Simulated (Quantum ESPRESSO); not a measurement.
# Zr in Quantum ESPRESSO: a series of runs, part 3 of 3

Quantum ESPRESSO 7.5. Earlier steps stand in the parts before.

## 5. Work function, PBE

pw.in reads:

```
&CONTROL
  calculation = 'scf'
  prefix = 'pwscf'
  outdir = './tmp'
  pseudo_dir = './pseudo'
  tprnfor = .true.
  disk_io = 'low'
/
&SYSTEM
  ibrav = 0
  celldm(1) = 8
  nat = 5
  ntyp = 1
  ecutwfc = 66
  nbnd = 40
  occupations = 'smearing'
  smearing = 'fd'
  degauss = 0.00734986
/
&ELECTRONS
  conv_thr = 5d-09
  electron_maxstep = 150
  mixing_beta = 0.3
  mixing_mode = 'local-TF'
/
ATOMIC_SPECIES
Zr    91.2240 Zr.upf
CELL_PARAMETERS alat
  0.7634489344666   0.0000000000000   0.0000000000000
 -0.3817244672538   0.6611661717384   0.0000000000000
  0.0000000000000   0.0000000000000   5.9748415745355
ATOMIC_POSITIONS crystal
Zr     0.3333333333    0.6666666666    0.2965130070
Zr     0.6666666667    0.3333333334    0.3982565035
Zr     0.3333333333    0.6666666666    0.5000000000
Zr     0.6666666667    0.3333333334    0.6017434965
Zr     0.3333333333    0.6666666666    0.7034869930
K_POINTS automatic
9 9 1 0 0 0
```

pp_density.in reads:

```
&INPUTPP
  prefix = 'pwscf'
  outdir = './tmp'
  filplot = 'density.dat'
  plot_num = 0
/
&PLOT
  nfile = 1
  filepp(1) = 'density.dat'
  iflag = 3
  output_format = 6
  fileout = 'density.cube'
/
```

pp_potential.in reads:

```
&INPUTPP
  prefix = 'pwscf'
  outdir = './tmp'
  filplot = 'potential.dat'
  plot_num = 11
/
&PLOT
  nfile = 1
  filepp(1) = 'potential.dat'
  iflag = 3
  output_format = 6
  fileout = 'potential.cube'
/
```

pp_elf.in reads:

```
&INPUTPP
  prefix = 'pwscf'
  outdir = './tmp'
  filplot = 'elf.dat'
  plot_num = 8
/
&PLOT
  nfile = 1
  filepp(1) = 'elf.dat'
  iflag = 3
  output_format = 6
  fileout = 'elf.cube'
/
```

Potentials or basis: PseudoDojo 0.4.1 SR PBE standard.

The run is started by

```sh
OMP_NUM_THREADS=1 mpirun -n 2 pw.x -nk 2 -in pw.in > pw.out
OMP_NUM_THREADS=1 mpirun -n 1 pp.x -in pp_density.in > pp_density.out
OMP_NUM_THREADS=1 mpirun -n 1 pp.x -in pp_potential.in > pp_potential.out
OMP_NUM_THREADS=1 mpirun -n 1 pp.x -in pp_elf.in > pp_elf.out
```

pw.out:

```text
This program is part of the open-source Quantum ESPRESSO suite
     for quantum simulation of materials; please cite
         "P. Giannozzi et al., J. Phys.:Condens. Matter 21 395502 (2009);
         "P. Giannozzi et al., J. Phys.:Condens. Matter 29 465901 (2017);
         "P. Giannozzi et al., J. Chem. Phys. 152 154105 (2020);
     in publications or presentations arising from this work. More details at

     Message from routine setup:
     using ibrav=0 with symmetry is DISCOURAGED, use correct ibrav instead

     K-points division:     npool     =       2
     Subspace diagonalization in iterative solution of the eigenvalue problem:
     a serial algorithm will be used

     G-vector sticks info
     --------------------
     sticks:   dense  smooth     PW     G-vecs:    dense   smooth      PW
     Sum         673     673    199               111907   111907   17937

     Using Slab Decomposition

     bravais-lattice index     =            0
     lattice parameter (alat)  =       8.0000  a.u.
     unit-cell volume          =    1544.1411 (a.u.)^3
     number of atoms/cell      =            5
     number of atomic types    =            1
     number of electrons       =        60.00
     number of Kohn-Sham states=           40
     kinetic-energy cutoff     =      66.0000  Ry
     charge density cutoff     =     264.0000  Ry
     scf convergence threshold =      5.0E-09
     mixing beta               =       0.3000
     number of iterations used =            8  local-TF  mixing
     Exchange-correlation= PBE
                           (   1   4   3   4   0   0   0)

     celldm(1)=   8.000000  celldm(2)=   0.000000  celldm(3)=   0.000000
     celldm(4)=   0.000000  celldm(5)=   0.000000  celldm(6)=   0.000000

     crystal axes: (cart. coord. in units of alat)
               a(1) = (   0.763449   0.000000   0.000000 )
               a(2) = (  -0.381724   0.661166   0.000000 )
               a(3) = (   0.000000   0.000000   5.974842 )

     reciprocal axes: (cart. coord. in units 2 pi/alat)
               b(1) = (  1.309845  0.756240 -0.000000 )
               b(2) = (  0.000000  1.512479  0.000000 )
               b(3) = (  0.000000 -0.000000  0.167368 )

     PseudoPot. # 1 for Zr read from file:
     Zr.upf
     Pseudo is Norm-conserving + core correction, Zval = 12.0
     Generated using ONCVPSP code by D. R. Hamann
     Using radial grid of 1622 points,  6 beta functions with:
                l(1) =   0
                l(2) =   0
                l(3) =   1
                l(4) =   1
                l(5) =   2
                l(6) =   2

     atomic species   valence    mass     pseudopotential
     Zr               12.00    91.22400     Zr( 1.00)

     12 Sym. Ops. (no inversion) found

   Cartesian axes

     site n.     atom                  positions (alat units)
         1        Zr     tau(   1) = (  -0.0000000   0.4407774   1.7716182  )
         2        Zr     tau(   2) = (   0.3817245   0.2203887   2.3795195  )
         3        Zr     tau(   3) = (  -0.0000000   0.4407774   2.9874208  )
         4        Zr     tau(   4) = (   0.3817245   0.2203887   3.5953221  )
         5        Zr     tau(   5) = (  -0.0000000   0.4407774   4.2032233  )

     number of k points=    12  Fermi-Dirac smearing, width (Ry)=  0.0073
                       cart. coord. in units 2pi/alat
        k(    1) = (   0.0000000   0.0000000   0.0000000), wk =   0.0246914
        k(    2) = (   0.0000000   0.1680532   0.0000000), wk =   0.1481481
        k(    3) = (   0.0000000   0.3361065   0.0000000), wk =   0.1481481
        k(    4) = (   0.0000000   0.5041597   0.0000000), wk =   0.1481481
        k(    5) = (   0.0000000   0.6722129   0.0000000), wk =   0.1481481
        k(    6) = (   0.1455384   0.2520798   0.0000000), wk =   0.1481481
        k(    7) = (   0.1455384   0.4201331   0.0000000), wk =   0.2962963
        k(    8) = (   0.1455384   0.5881863   0.0000000), wk =   0.2962963
        k(    9) = (   0.1455384   0.7562395   0.0000000), wk =   0.1481481
        k(   10) = (   0.2910767   0.5041597   0.0000000), wk =   0.1481481
        k(   11) = (   0.2910767   0.6722129   0.0000000), wk =   0.2962963
        k(   12) = (   0.4366151   0.7562395   0.0000000), wk =   0.0493827

     Dense  grid:   111907 G-vectors     FFT dimensions: (  32,  32, 250)

     Initial potential from superposition of free atoms

     starting charge      59.9882, renormalised to      60.0000

     negative rho (up, down):  3.049E-05 0.000E+00
     Starting wfcs are   50 randomized atomic wfcs

     Self-consistent Calculation

     iteration #  1     ecut=    66.00 Ry     beta= 0.30
     Davidson diagonalization with overlap
     ethr =  1.00E-02,  avg # of iterations =  2.7

     total energy              =    -506.13875235 Ry
     estimated scf accuracy    <       5.11146039 Ry

     iteration #  2     ecut=    66.00 Ry     beta= 0.30
     Davidson diagonalization with overlap
     ethr =  8.52E-03,  avg # of iterations =  1.0

     total energy              =    -506.06374765 Ry
     estimated scf accuracy    <       1.79348132 Ry

     iteration #  3     ecut=    66.00 Ry     beta= 0.30
     Davidson diagonalization with overlap
     ethr =  2.99E-03,  avg # of iterations =  1.1

     total energy              =    -506.07219064 Ry
     estimated scf accuracy    <       0.17903379 Ry

     iteration #  4     ecut=    66.00 Ry     beta= 0.30
     Davidson diagonalization with overlap
     ethr =  2.98E-04,  avg # of iterations =  4.6

     total energy              =    -506.07160475 Ry
     estimated scf accuracy    <       0.21434342 Ry

     iteration #  5     ecut=    66.00 Ry     beta= 0.30
     Davidson diagonalization with overlap
     ethr =  2.98E-04,  avg # of iterations =  2.3
[... 109 lines left out ...]
     iteration # 19     ecut=    66.00 Ry     beta= 0.30
     Davidson diagonalization with overlap
     ethr =  3.95E-10,  avg # of iterations =  3.8

     negative rho (up, down):  4.393E-06 0.000E+00

     total energy              =    -506.07906793 Ry
     estimated scf accuracy    <       0.00000002 Ry

     iteration # 20     ecut=    66.00 Ry     beta= 0.30
     Davidson diagonalization with overlap
     ethr =  3.31E-11,  avg # of iterations =  4.8

     negative rho (up, down):  2.718E-06 0.000E+00

     total energy              =    -506.07906792 Ry
     estimated scf accuracy    <          6.3E-09 Ry

     iteration # 21     ecut=    66.00 Ry     beta= 0.30
     Davidson diagonalization with overlap
     ethr =  1.06E-11,  avg # of iterations =  3.1

     End of self-consistent calculation

          k = 0.0000 0.0000 0.0000 ( 13917 PWs)   bands (ev):

   -43.8009 -43.8008 -43.4998 -43.4573 -43.3873 -22.0907 -22.0291 -21.7564
   -21.4329 -21.4329 -21.4328 -21.4328 -21.4278 -21.1667 -21.1667 -21.1440
   -21.1298 -21.1298 -21.0625 -21.0625  -0.1155   0.5317   1.3345   1.9742
     2.2410   5.1537   5.1561   5.6756   5.7116   6.0255   6.0255   6.0586
     6.0586   6.1397   6.1519   6.1522   6.2262   6.3462   6.3463   6.6866

          k = 0.0000 0.1681 0.0000 ( 13907 PWs)   bands (ev):

   -43.7908 -43.7907 -43.4875 -43.4480 -43.3805 -22.0626 -22.0117 -21.7549
   -21.5350 -21.5124 -21.4523 -21.4522 -21.4220 -21.2411 -21.2226 -21.1901
   -21.1477 -21.1313 -21.1298 -21.0756   0.2183   0.8519   1.6513   2.3040
     2.5602   4.9406   5.0886   5.2887   5.5776   5.5815   5.6668   5.8162
     5.9183   6.2808   6.3016   6.3196   6.4178   6.4551   6.5919   6.5926

          k = 0.0000 0.3361 0.0000 ( 13984 PWs)   bands (ev):

   -43.7653 -43.7653 -43.4556 -43.4242 -43.3639 -21.9933 -21.9726 -21.7890
   -21.7370 -21.6822 -21.5157 -21.5012 -21.5009 -21.4124 -21.3773 -21.2526
   -21.2472 -21.1927 -21.1574 -21.1106   1.0899   1.6444   2.3734   3.0310
     3.2307   4.3493   4.5115   4.8126   4.8438   5.0929   5.2213   5.6629
     5.7033   6.1436   6.2087   6.6158   6.7607   6.9933   7.0843   7.3150

          k = 0.0000 0.5042 0.0000 ( 13960 PWs)   bands (ev):

   -43.7361 -43.7361 -43.4170 -43.3970 -43.3470 -21.9863 -21.9853 -21.9209
   -21.9186 -21.7631 -21.6987 -21.5856 -21.5562 -21.5556 -21.4690 -21.3092
   -21.3014 -21.2434 -21.2085 -21.1519   2.0532   2.3282   2.7523   3.1574
     3.2565   3.8671   4.1327   4.3393   4.5789   5.3065   5.3393   5.7794
     5.9623   6.1523   6.3014   6.3474   6.7777   7.5055   7.7731   7.7974
[... 43 lines left out ...]
   -43.7232 -43.7232 -43.3987 -43.3850 -43.3408 -21.9878 -21.9822 -21.9073
   -21.8987 -21.7640 -21.7511 -21.6610 -21.6512 -21.5836 -21.4737 -21.4336
   -21.3551 -21.2980 -21.2417 -21.2153   2.7772   2.9587   3.2231   3.4553
     4.0011   4.1191   4.2410   4.4621   4.5674   4.6816   4.7711   5.3045
     5.4782   5.6867   6.1127   6.2588   6.4177   7.0164   7.6801   7.7076

          k = 0.2911 0.6722 0.0000 ( 14026 PWs)   bands (ev):

   -43.7085 -43.7085 -43.3757 -43.3713 -43.3358 -22.0286 -22.0255 -21.9206
   -21.9047 -21.8074 -21.7797 -21.7274 -21.6942 -21.6354 -21.5035 -21.5017
   -21.3980 -21.3743 -21.2547 -21.2545   3.1563   3.1811   3.4811   3.6009
     3.7472   4.0510   4.2108   4.4820   4.7156   4.8908   5.2437   5.3157
     5.5434   5.7107   5.8945   5.9080   6.8726   7.1592   7.9860   8.4758

          k = 0.4366 0.7562 0.0000 ( 14058 PWs)   bands (ev):

   -43.7034 -43.7034 -43.3666 -43.3665 -43.3352 -21.9484 -21.9376 -21.9153
   -21.9130 -21.8981 -21.8717 -21.6981 -21.6881 -21.6538 -21.5862 -21.5277
   -21.4667 -21.3957 -21.2723 -21.2585   3.3576   3.7488   3.8683   3.8884
     3.9092   4.0685   4.1537   4.4818   4.4870   5.2323   5.3096   5.3635
     5.3679   5.3943   5.4871   5.5536   7.0777   7.2198   7.9864   8.5078

     the Fermi energy is     5.2380 ev

!    total energy              =    -506.07906792 Ry
     estimated scf accuracy    <          1.0E-09 Ry
     smearing contrib. (-TS)   =      -0.01930208 Ry
     internal energy E=F+TS    =    -506.05976584 Ry

     The total energy is F=E-TS. E is the sum of the following terms:
     one-electron contribution =   -2854.93097007 Ry
     hartree contribution      =    1431.65570520 Ry
     xc contribution           =     -99.92272167 Ry
     ewald contribution        =    1017.13822071 Ry

     convergence has been achieved in  21 iterations

     Forces acting on atoms (cartesian axes, Ry/au):

     atom    1 type  1   force =     0.00000000   -0.00000000    0.01685973
     atom    2 type  1   force =     0.00000000   -0.00000000   -0.02324237
     atom    3 type  1   force =     0.00000000   -0.00000000    0.00000000
     atom    4 type  1   force =     0.00000000    0.00000000    0.02324237
     atom    5 type  1   force =     0.00000000    0.00000000   -0.01685973

     Total force =     0.040607     Total SCF correction =     0.000080

=------------------------------------------------------------------------------=
   JOB DONE.
=------------------------------------------------------------------------------=
```

Wall time 1.8 min (2 MPI ranks of Arm Neoverse V2, shared host); peak memory 0.5 GiB.

Results:

- Free energy: -6885.5565 eV
- Largest force: 0.598 eV/Å
- Band gap on the k mesh: none (metal or under the smearing width)
- Work function of the upper face: 4.20 eV
- Work function of the lower face: 4.20 eV

Forces on the atoms (eV/Å):
```
Zr   0.000  0.000  0.433
Zr   0.000  0.000 -0.598
Zr   0.000  0.000  0.000
Zr   0.000  0.000  0.598
Zr   0.000  0.000 -0.433
```

Levels at points of the mesh, in eV from the Fermi level:
```
           k point  band 27  band 28  band 29  band 30  band 31  band 32
(0.00, 0.00, 0.00)    -0.08     0.44     0.47     0.79     0.79     0.82
```

## 6. Overview

| smearing | gap on the mesh (eV) | largest force (eV/Å) | work function (eV) |
| --- | --- | --- | --- |
| fermi-dirac 0.01 eV | none | 0.62 | 4.20 |
| fermi-dirac 0.025 eV | none | 0.64 | 4.21 |
| fermi-dirac 0.05 eV | none | 0.64 | 4.22 |
| fermi-dirac 0.1 eV | none | 0.60 | 4.20 |

Alike in all rows: task work function; level PBE; potentials or basis PseudoDojo 0.4.1 SR PBE standard; no spin polarisation; cell as given; k mesh 9 × 9 × 1; cutoff (eV) 898.

Every run on the cell as given and a fine mesh finds a metal.

Absolute energies hang on the potentials; compare differences alone.
